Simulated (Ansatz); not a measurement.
# C₂H₄BNO: small, medium and large basis sets

One table from this session's results is given with a row withheld; the runs are named, their logs left out.

Computed with Ansatz 0.2.0, Gaussian basis. Level: one geometry, several basis sets.

The runs, in order: PBE0-D4/def2-SVP; ωB97M-V/def2-SVP; PBE0-D4/def2-QZVPP; ωB97M-V/def2-QZVPP; the functionals' def2-TZVPP values are taken from earlier runs.

## The geometry

All runs share one geometry, relaxed beforehand with PBE0-D4 in a triple-zeta def2 set.

SMILES `NB1CC1=O`, 9 atoms, charge 0, spin multiplicity 1.

Atoms are counted from 1 here; the program's logs count them from 0.

Bond lengths: N1–B2 1.371 Å, N1–H6 1.008 Å, N1–H7 1.006 Å, B2–C3 1.566 Å, B2–C4 1.538 Å, C3–C4 1.515 Å, C3–H8 1.090 Å, C3–H9 1.094 Å, C4–O5 1.197 Å. Angles: B2–N1–H6 122.9°, B2–N1–H7 122.9°, H6–N1–H7 114.2°, N1–B2–C3 146.1°, N1–B2–C4 155.4°, C3–B2–C4 58.4°, B2–C3–C4 59.9°, B2–C3–H8 126.2°, B2–C3–H9 114.8°, C4–C3–H8 119.9°, C4–C3–H9 113.5°, H8–C3–H9 112.4°, B2–C4–C3 61.7°, B2–C4–O5 158.2°, C3–C4–O5 139.3°.

Coordinates:

```mol
C2H4BNO
  3D, bonds by distance, orders not assigned

  9  9  0  0  0  0  0  0  0  0999 V2000
   -0.6769    1.4211   -0.6459 N   0  0
   -0.0548    0.2668   -0.2439 B   0  0
    0.1467   -0.7655    0.9166 C   0  0
    0.8215   -0.9850   -0.4224 C   0  0
    1.4604   -1.8225   -0.9908 O   0  0
   -1.3201    1.9296   -0.0599 H   0  0
   -0.5305    1.8330   -1.5525 H   0  0
   -0.5920   -1.4814    1.2773 H   0  0
    0.8343   -0.4425    1.7044 H   0  0
  1  2  8  0
  2  3  8  0
  3  4  8  0
  4  5  8  0
  1  6  8  0
  1  7  8  0
  3  8  8  0
  3  9  8  0
  2  4  8  0
M  END
```

Set-up of the first run:

in.yaml

```yaml
crystal:
  periodic: [false, false, false]
  atoms:
    - {symbol: N, position_ang: [-0.676926, 1.421080, -0.645907]}
    - {symbol: B, position_ang: [-0.054815, 0.266833, -0.243913]}
    - {symbol: C, position_ang: [0.146716, -0.765467, 0.916586]}
    - {symbol: C, position_ang: [0.821512, -0.985002, -0.422390]}
    - {symbol: O, position_ang: [1.460367, -1.822481, -0.990804]}
    - {symbol: H, position_ang: [-1.320068, 1.929625, -0.059896]}
    - {symbol: H, position_ang: [-0.530507, 1.833031, -1.552477]}
    - {symbol: H, position_ang: [-0.592042, -1.481437, 1.277317]}
    - {symbol: H, position_ang: [0.834263, -0.442480, 1.704382]}
basis:
  gaussian: {orbitals: def2-SVP}
hamiltonian: {xc: pbe0, dispersion: d4}
output: {orbitals: {seedname: orbitals}}
```

Started as:

```
$ ansatz run in.yaml --threads 2 --pin off --events-out ev --progress --plain --max-ram 4352MiB
```

Among the steps run: PBE0-D4 in def2-SVP; ωB97M-V in def2-SVP; PBE0-D4 in def2-QZVPP; ωB97M-V in def2-QZVPP.

One of the session's tables, all rows but one given; the rest of the session is left out.

It belongs to the step «Functionals by basis». 

| functional | basis | HOMO (eV) | LUMO (eV) |
| --- | --- | --- | --- |
| PBE0-D4 | def2-SVP | ? | ? |
| PBE0-D4 | def2-TZVPP | -6.11 | -1.91 |
| PBE0-D4 | def2-QZVPP | -6.15 | -1.96 |
| ωB97M-V | def2-SVP | -8.18 | 0.58 |
| ωB97M-V | def2-TZVPP | -8.40 | 0.32 |
| ωB97M-V | def2-QZVPP | -8.44 | 0.25 |

Estimate the missing values for PBE0-D4, def2-SVP.

The run gave: HOMO (eV): -5.92; LUMO (eV): -1.69. In the column «HOMO (eV)» it is the highest.
